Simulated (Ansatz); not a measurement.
# GeH₅O (doublet): the correlation ladder at distance O1–H3 along a hydrogen transfer = 0.960 Å, cc-pVDZ

One table from this session's results is given with a row withheld; the runs are named, their logs left out.

Computed with Ansatz 0.2.0, Gaussian basis. Level: cc-pVDZ, core rule «outside noble gas», up to 15 orbitals frozen.

The runs, in order: UHF; CCSD(T) on ROHF; CCSD(T) on UHF; BCCD(T) on ROHF; CISD; CCSDT(Q) on ROHF; CCSDT(Q) on UHF; CASSCF and MRCISD+Q, 3 electrons in 3 orbitals; CASSCF and NEVPT2, 3 electrons in 3 orbitals.

4 further runs of the same task are left out: 4 that didn't finish.

## The geometry

The geometry derives from fragments relaxed apart (PBE0/def2-TZVP) and kept rigid, so it is no stationary point. A hydrogen atom is moved between rigid fragments. No spin-orbit coupling is included. The filled d shell of Ge may be among the frozen orbitals whatever the setting's name suggests; the logs give the count.

7 atoms, charge 0, spin multiplicity 2.

Atoms are counted from 1 here; the program's logs count them from 0.

Bond lengths: O1–H2 0.960 Å, O1–H3 0.960 Å, Ge4–H5 1.539 Å, Ge4–H6 1.539 Å, Ge4–H7 1.539 Å. Angles: H2–O1–H3 105.1°, H5–Ge4–H6 111.2°, H5–Ge4–H7 111.2°, H6–Ge4–H7 111.2°.

The first run:

File in.yaml:

```yaml
crystal:
  periodic: [false, false, false]
  atoms:
    - {symbol: O, position_ang: [-2.623536, -0.009969, -0.000001]}
    - {symbol: H, position_ang: [-2.872846, 0.916606, -0.000001]}
    - {symbol: H, position_ang: [-1.664007, -0.009969, -0.000001]}
    - {symbol: Ge, position_ang: [0.596464, -0.009969, 0.000000]}
    - {symbol: H, position_ang: [1.065131, -1.475884, 0.000000]}
    - {symbol: H, position_ang: [1.065133, 0.722988, -1.269519]}
    - {symbol: H, position_ang: [1.065132, 0.722988, 1.269520]}
basis:
  gaussian: {orbitals: cc-pVDZ}
magnetization: {spin_polarized: true, initial_magnetization: 1}
hamiltonian: {xc: hf}
output: {orbitals: {seedname: orbitals}}
```

Run with:

```sh
> ansatz run in.yaml --threads 1 --pin off --events-out ev --progress --plain --max-ram 2502MiB
```

Steps of the session up to this table: UHF; CCSD(T) on ROHF; CCSD(T) on UHF; BCCD(T) on ROHF; CISD; CCSDT(Q) on ROHF; CCSDT(Q) on UHF; CASSCF and MRCISD+Q, 3 electrons in 3 orbitals; CASSCF and NEVPT2, 3 electrons in 3 orbitals.

One table of the session follows, with a row left open; its other results are not shown here.

```
       method  from UCCSDT(Q) (kcal/mol)
         ROHF                          ?
          UHF                    +212.52
         RMP2                     +26.19
         UMP2                     +26.07
         CISD                     +22.90
        RCCSD                      +4.50
        UCCSD                      +4.39
     RCCSD(T)                      +0.92
     UCCSD(T)                      +0.84
      BCCD(T)                      +0.91
       RCCSDT                      +0.44
       UCCSDT                      +0.35
    RCCSDT(Q)                      +0.09
    UCCSDT(Q)                          0
  CASSCF pair                    +200.59
  MRCISD pair                     +20.69
MRCISD+Q pair                      +2.79
```

Q: Estimate the row for ROHF from the others.

As computed: from UCCSDT(Q) (kcal/mol): +213.69. In the column «from UCCSDT(Q) (kcal/mol)» it is the highest.

Not comparable, so not listed: CASSCF and NEVPT2, 3 electrons in 3 orbitals (they don't share determinant, frozen orbitals or solution with the rows shown, or repeat one).

Caveats from the session: Restricted and unrestricted rows rest on different reference determinants; where their highest levels disagree by more than a few hundredths of an eV, they describe different states and don't form one ladder. Warnings in the runs' records: passed over end.
